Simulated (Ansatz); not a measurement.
Predict the output of the script below (Ansatz 0.2.0, Python API).

Input file `mgs.vasp`:
```text
MgS
1.0
   0.00000000    2.60165000    2.60165000
   2.60165000    0.00000000    2.60165000
   2.60165000    2.60165000    0.00000000
Mg S
1 1
Direct
   0.00000000    0.00000000    0.00000000
   0.50000000    0.50000000    0.50000000
```

`mass.py`:
```python
import ansatz as az
from ase.io import read
import numpy as np

atoms = read("mgs.vasp", format="vasp")
system = az.Crystal.from_ase(atoms)

calc = system.calculation()
calc = calc.functional("lda")
calc = calc.basis(470).accuracy("low")
calc = calc.kpoints(7)
calc = calc.initial_density(normalization="cell")
calc = calc.scf(extra_bands=16)
calc = calc.occupations("fixed")
done = calc.band_table().run()
report = done.report
levels = np.array(report["eigenvalues_ev"])
filled = round(report["n_electrons"] / 2)
edges = {"top filled band": (filled - 1, levels[:, filled - 1].argmax()), "lowest empty band": (filled, levels[:, filled].argmin())}
gap = levels[:, filled].min() - levels[:, filled - 1].max()
print(f"gap on the mesh {gap:.3f} eV")
if gap <= 0.05:
    print("no gap: band-edge masses have no meaning here")
    edges = {}
reciprocal = 2 * np.pi * np.linalg.inv(done.lattice.cell_ang).T
step = 0.03  # 1/A

pairs = [(0, 1), (0, 2), (1, 2)]
moves = [sign * axis for axis in np.eye(3) for sign in (-1, 1)]
moves += [s1 * np.eye(3)[i] + s2 * np.eye(3)[j] for i, j in pairs for s1 in (1, -1) for s2 in (1, -1)]
for name, (band, index) in edges.items():
    together = int(np.sum(np.abs(levels[index] - levels[index, band]) < 2e-3))
    print(name, "at k =", np.round(report["kpoints_frac"][index], 4), f"E = {levels[index, band]:.4f} eV, degeneracy {together}")
    centre = np.array(report["kpoints_frac"][index]) @ reciprocal
    points = [centre] + [centre + step * move for move in moves]
    table = calc.band_structure(points, intervals=1, cartesian=True).run().band_structure().channels[0].eigenvalues_ev
    if together > 1:
        level = np.flatnonzero(np.abs(levels[index] - levels[index, band]) < 2e-3)
        along = (table[1, level] + table[2, level] - 2 * table[0, level]) / step ** 2
        print("  degenerate level, no single mass tensor; masses of its branches along x:", np.round(7.61996 / along, 3), "m_e")
        continue
    e = table[:, band]
    hessian = np.diag((e[1:7:2] + e[2:7:2] - 2 * e[0]) / step ** 2)
    for (i, j), (pp, pm, mp, mm) in zip(pairs, e[7:].reshape(3, 4)):
        hessian[i, j] = hessian[j, i] = (pp - pm - mp + mm) / (4 * step ** 2)
    curvatures, axes = np.linalg.eigh(hessian)
    slope = (e[2:7:2] - e[1:7:2]) / (2 * step)
    print("  slope (eV A):", np.round(slope, 3) + 0.0, "" if np.abs(slope).max() < 0.05 else "- no extremum here, so these are local curvatures and no band-edge masses")
    for curvature, axis in zip(curvatures, axes.T):
        print(f"  principal mass {7.61996 / curvature:8.3f} m_e along", np.round(axis, 2) + 0.0)
```

```console
$ python mass.py
gap on the mesh 2.774 eV
top filled band at k = [0. 0. 0.] E = 6.1876 eV, degeneracy 3
  degenerate level, no single mass tensor; masses of its branches along x: [-0.239 -0.931 -0.931] m_e
lowest empty band at k = [0.     0.4286 0.4286] E = 8.9618 eV, degeneracy 1
  slope (eV A): [-2.463  0.     0.   ] - no extremum here, so these are local curvatures and no band-edge masses
  principal mass    0.557 m_e along [1. 0. 0.]
  principal mass    0.298 m_e along [ 0.   -0.03 -1.  ]
  principal mass    0.298 m_e along [ 0.    1.   -0.03]
```

These settings explore the input space; cutoff and mesh may be short of convergence. Along an axis with an odd division the mesh misses the point at one half; a gap read on a finite mesh is an upper bound on this functional's gap. Semilocal gaps usually lie well under measured ones. The structure is a deposited one; some such entries were measured under pressure or heat, so a shift against it needn't be the functional's error alone. Levels are Kohn-Sham eigenvalues on this mesh. The masses are finite-difference curvatures at extrema found on a coarse mesh, which needn't be the true band edges; a step that is long against the gap makes them too heavy. Negative values are curvatures of valence bands (the hole mass is their size). Spin-orbit coupling is left out, and light masses scale with the Kohn-Sham gap. Wall time of the script: 4.5 s on 1 thread of Arm Neoverse V1 (shared host), peak memory 0.38 GiB.

(Lines on the test bed's own set-up are left out of the output.)
